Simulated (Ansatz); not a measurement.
# InH3 (SMILES [H][In]([H])[H]) at MP2/STO-3G

What is the vertical ionisation energy of InH3 at MP2/STO-3G? 

The results are computed with Ansatz 0.2.0.

27 further runs of the same task are left out: 1 that didn't finish, 26 set aside as unsound or not needed.

## (1) The structure to begin with

The species is InH3 (4 atoms), meant as a singlet with charge 0. SMILES: `[H][In]([H])[H]`. The shape comes from GFN2-xTB, which is rough for such elements, and wasn't checked as a minimum.

Bond lengths: In1–H2 1.719 Å, In1–H3 1.719 Å, In1–H4 1.718 Å. Angles: H2–In1–H3 120.0°, H2–In1–H4 120.1°, H3–In1–H4 119.9°.

## (2) The energy at MP2/STO-3G

The input, input.yaml:

```yaml
crystal:
  periodic: [false, false, false]
  atoms:
    - symbol: In
      position_ang: [0.000640, -0.000740, -0.000540]
    - symbol: H
      position_ang: [1.718930, -0.027790, 0.013510]
    - symbol: H
      position_ang: [-0.834510, 1.501400, -0.017780]
    - symbol: H
      position_ang: [-0.885060, -1.472880, 0.004810]
basis:
  gaussian:
    orbitals: STO-3G
accuracy: high
correlation:
  method: mp2
  frozen_orbitals: {H: 0, In: 18}
```

Started as:

```
$ ansatz run input.yaml --threads 1 --pin off --max-ram 2610MiB --events-out events.jsonl --progress --plain --runs-dir runs
```

The log of the run:

```text
Warning: RAYON_NUM_THREADS=1 ignored (pool sized by the plan → 1); use --threads N
Functional definition: HF
  name "HF"
  exchange = exact_x
  correlation = 0
527 factors; integrals over basis functions are off by at most 4.0e-9 eV
mean field evaluation 1: about -154684.9961 eV, gradient 7.8e0 eV
mean field evaluation 2: about -154684.9830 eV, gradient 7.8e0 eV
mean field evaluation 4: about -154685.3860 eV, gradient 1.4e-1 eV
mean field evaluation 8: about -154685.3866 eV, gradient 8.7e-5 eV
mean field -154685.38664247 eV, -5684.5831095898 hartree, gradient 1.1e-8 eV, S^2 0.000000; 0 other end points of the search recorded, 0 dependent functions left out
18 core orbitals not correlated: weight in the atoms' cores, before any rotation towards them, 1.000 or more for the frozen orbitals, at most 0.000 for the correlated occupied ones
reference -154685.38664247 eV, -5684.5831095898 hartree; 8, 8 occupied and 4, 4 virtual orbitals, 527 factors
second order -0.92232562 eV of doubles, -0.00000000 eV of singles
Total energy: -154686.30896809 eV, -5684.6170044312 hartree
```

Wall time 0.26 s (1 thread of AMD EPYC 9R45 (Zen 5), shared host).

## (3) The doublet cation

The input, job.yaml:

```yaml
crystal:
  periodic: [false, false, false]
  atoms:
    - symbol: In
      position_ang: [0.000640, -0.000740, -0.000540]
    - symbol: H
      position_ang: [1.718930, -0.027790, 0.013510]
    - symbol: H
      position_ang: [-0.834510, 1.501400, -0.017780]
    - symbol: H
      position_ang: [-0.885060, -1.472880, 0.004810]
basis:
  gaussian:
    orbitals: STO-3G
total_charge: 1
magnetization:
  spin_polarized: true
  initial_magnetization: 1
correlation:
  method: mp2
  frozen_orbitals: {H: 0, In: 18}
accuracy: high
```

Started as:

```
$ ansatz run job.yaml --threads 1 --pin off --max-ram 2610MiB --events-out events.jsonl --progress --plain --runs-dir runs
```

The log of the run (excerpt; [...] marks lines left out):

```text
Warning: RAYON_NUM_THREADS=1 ignored (pool sized by the plan → 1); use --threads N
Functional definition: HF
  name "HF"
[...]
523 factors; integrals over basis functions are off by at most 4.0e-9 eV
[...]
mean field -154677.43042151 eV, -5684.2907238626 hartree, gradient 3.0e-8 eV, S^2 0.837339; 4 other end points of the search recorded, 0 dependent functions left out
18 core orbitals not correlated: weight in the atoms' cores, before any rotation towards them, 1.000 or more for the frozen orbitals, at most 0.000 for the correlated occupied ones
reference -154677.43042151 eV, -5684.2907238626 hartree; 8, 7 occupied and 4, 5 virtual orbitals, 523 factors
second order -0.80835987 eV of doubles, -0.00000000 eV of singles
Total energy: -154678.23878138 eV, -5684.3204305399 hartree
```

Wall time 0.58 s (1 thread of AMD EPYC 9R45 (Zen 5), shared host).

## (4) What came out

At MP2/STO-3G, 18 core orbitals frozen:

```
                                                    quantity           value
                                  singlet InH3: total energy  -5684.61700 Eh
  singlet InH3: correlation energy (18 core orbitals frozen)       -33.9 mEh
                                doublet cation: total energy  -5684.32043 Eh
doublet cation: correlation energy (18 core orbitals frozen)       -29.7 mEh
           doublet cation: ⟨S²⟩ of the reference determinant           0.837
          vertical ionisation energy (to the doublet cation)        8.070 eV
```

What this shows: The vertical ionisation energy comes to 8.07 eV (186 kcal/mol). In a minimal basis such a difference can be off by several eV, whatever the method. Relativity is left out (singlet InH3) although the molecule holds a heavy atom. Relativity is left out (doublet cation) although the molecule holds a heavy atom.
